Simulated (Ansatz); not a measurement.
# CH5FO4W: one species, many methods

The task here is to estimate one member of a computed series from the others.

The runs use Ansatz 0.2.0, Gaussian basis; functionals in def2-TZVPP, the program's frozen cores in correlated methods.

The runs, in order: PBE-D4, r2SCAN-D4, PBE0-D4, B3LYP-D4, ωB97X-V, ωB97M-V, B2PLYP; CCSD(T)/def2-TZVPP; MP2/def2-QZVPP; extrapolation to the limit.

### The relaxed structure

All runs share one geometry, relaxed beforehand with PBE0-D4 in a triple-zeta def2 set. W takes the def2 core potential; no spin-orbit term is included.

SMILES `C[O][W](=[O])([OH])([OH])[F]`, 12 atoms, charge 0, spin multiplicity 1.

Atoms are counted from 1 here; the program's logs count them from 0.

Bond lengths: C1–O2 1.399 Å, C1–H8 1.093 Å, C1–H9 1.095 Å, C1–H10 1.092 Å, O2–W3 1.851 Å, W3–O4 1.690 Å, W3–O5 1.912 Å, W3–O6 1.885 Å, W3–F7 1.908 Å, O5–H11 0.960 Å, O6–H12 0.960 Å. Angles: O2–C1–H8 110.1°, O2–C1–H9 109.4°, O2–C1–H10 109.0°, H8–C1–H9 109.4°, H8–C1–H10 109.3°, H9–C1–H10 109.5°, C1–O2–W3 141.4°, O2–W3–O4 104.9°, O2–W3–O5 148.6°, O2–W3–O6 93.2°, O2–W3–F7 84.7°, O4–W3–O5 105.6°, O4–W3–O6 106.4°, O4–W3–F7 105.2°, O5–W3–O6 84.7°, O5–W3–F7 80.8°, O6–W3–F7 147.8°, W3–O5–H11 117.9° and more.

The first run:

Contents of in.yaml:

```yaml
crystal:
  periodic: [false, false, false]
  atoms:
    - {symbol: C, position_ang: [-0.377077, -0.678855, -2.042201]}
    - {symbol: O, position_ang: [-0.356313, -0.881224, -0.657898]}
    - {symbol: W, position_ang: [0.253828, -0.106514, 0.908297]}
    - {symbol: O, position_ang: [0.909667, -1.383703, 1.799238]}
    - {symbol: O, position_ang: [0.687325, 1.479296, 1.884505]}
    - {symbol: O, position_ang: [-1.487213, 0.168815, 1.575202]}
    - {symbol: F, position_ang: [1.687408, 0.534802, -0.174547]}
    - {symbol: H, position_ang: [-1.262734, -0.103629, -2.325155]}
    - {symbol: H, position_ang: [0.522913, -0.133536, -2.343287]}
    - {symbol: H, position_ang: [-0.401044, -1.648597, -2.542703]}
    - {symbol: H, position_ang: [1.498849, 1.939512, 1.657453]}
    - {symbol: H, position_ang: [-1.675630, 0.813633, 2.261095]}
basis:
  gaussian: {orbitals: def2-TZVPP}
hamiltonian: {xc: pbe, dispersion: d4}
output: {forces: true, orbitals: {seedname: orbitals}}
```

Launch:

```sh
> ansatz run in.yaml --threads 2 --pin off --events-out ev --progress --plain --max-ram 22528MiB --backend cuda --devices 0, --max-vram 18GiB
```

Steps of the session up to this table: PBE-D4 (GGA); r2SCAN-D4 (meta-GGA); PBE0-D4 (hybrid); B3LYP-D4 (hybrid); ωB97X-V (range-separated); ωB97M-V (range-separated); B2PLYP (double hybrid).

One of the session's tables, all rows but one given; the rest of the session is left out.

| functional | HOMO (eV) | LUMO (eV) | gap (eV) |
| --- | --- | --- | --- |
| PBE-D4 | -7.38 | -3.35 | 4.03 |
| r2SCAN-D4 | -7.75 | -3.30 | 4.45 |
| PBE0-D4 | ? | ? | ? |
| B3LYP-D4 | -8.75 | -2.87 | 5.88 |
| ωB97X-V | -11.42 | -0.43 | 11.00 |
| ωB97M-V | -11.35 | -0.47 | 10.88 |

Estimate the missing values for PBE0-D4.

As computed: HOMO (eV): -9.00; LUMO (eV): -2.63; gap (eV): 6.37. In the column «HOMO (eV)» it lies between ωB97M-V (-11.35) and B3LYP-D4 (-8.75).
